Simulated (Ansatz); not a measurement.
**Rhodium, simple cubic under m-r²SCAN: from relaxation to bulk modulus**

What does m-r²SCAN give for rhodium in the simple cubic structure? We relax it, solve it on a dense k-mesh, then scale the cell to 7 volumes from 88 to 112 % of the relaxed one and try a fit of the equation of state. The start is ferromagnetic. The k-meshes are 13×13×13 for the relaxation; 20×20×20 for the dense run; 20×20×20 for the volumes.

This is Rh in the simple cubic structure; at room conditions it is fcc.

Program: Ansatz 0.2.0. Level of theory: DFT m-r2SCAN, plane waves (500 eV) with PAW, scalar-relativistic; the PAW data stem from PBE, with regenerated cores; m-r²SCAN is r²SCAN on the gauge-invariant kinetic-energy density. These are calculated values, not measurements.

## (1) The system as given

The structure is cubic, space group Pm-3m (No. 221). The conventional cell has a = 2.458 Å, b = 2.458 Å, c = 2.458 Å, α = 90.00°, β = 90.00°, γ = 90.00°. Rh (site symmetry m-3m) has 6 Rh at 2.46 Å as nearest neighbours.

As a file:

```
CELL_PARAMETERS angstrom
2.45806 0.00000 0.00000
0.00000 2.45806 0.00000
0.00000 0.00000 2.45806
ATOMIC_POSITIONS crystal
Rh 0.00000 0.00000 0.00000
```

Starting moments (μB): +1.

## (2) Geometry optimisation

input.yaml

```yaml
crystal:
  lattice:
    - [2.4580591709, 0.0, 0.0]
    - [0.0, 2.4580591709, 0.0]
    - [0.0, 0.0, 2.4580591709]
  atoms:
    - { symbol: Rh, position: [0.0, 0.0, 0.0], spin: 1.0 }
hamiltonian:
  xc: mr2scan
  pseudopotentials:
    kind: paw
    azcp:
      Rh: "pseudopotentials/Rh.paw.azcp"
basis:
  ecutwfc: 500
  fft_grid_basis: typed
kpoints:
  mp_grid: { grid: [13, 13, 13], shift: [0, 0, 0] }
magnetization:
  spin_polarized: true
scf:
  occupations: { method: fermi_dirac, width: 0.05 }
relax:
  max_steps: 60
  f_tol: 0.01
  cell: {}
```

After this run come: Dense single point; At 88 % of the relaxed volume; At 92 % of the relaxed volume; At 96 % of the relaxed volume; At 100 % of the relaxed volume; At 104 % of the relaxed volume; At 108 % of the relaxed volume; At 112 % of the relaxed volume.

Before running it: what results should come out? Wanted: space group; conventional cell; volume; shortest distance; gap on the mesh; magnetic state; relative to fcc; V₀, B₀, B₀′.

**Answer**, as computed:

```
                      quantity                         value
space group (spins left aside)               Pm-3m (No. 221)
             conventional cell                   a = 2.512 Å
                        volume                15.860 Å³/atom
             shortest distance                       2.512 Å
               gap on the mesh  none (levels filled in part)
                magnetic state                  non-magnetic
               relative to fcc                 +796 meV/atom
                   V₀, B₀, B₀′  15.850 Å³/atom, 203 GPa, 5.0
```

In words: The relaxation enlarged the cell by 6.8 % in volume. Against the reference form of rhodium (fcc, computed apart with the same settings) it stands 796 meV/atom higher, so it is far from stable. The moments die out: the run ends non-magnetic. No gap shows: it is a metal or semimetal at this level. The fitted modulus is 203 GPa. Relaxation kept the symmetry; phonons were not checked.
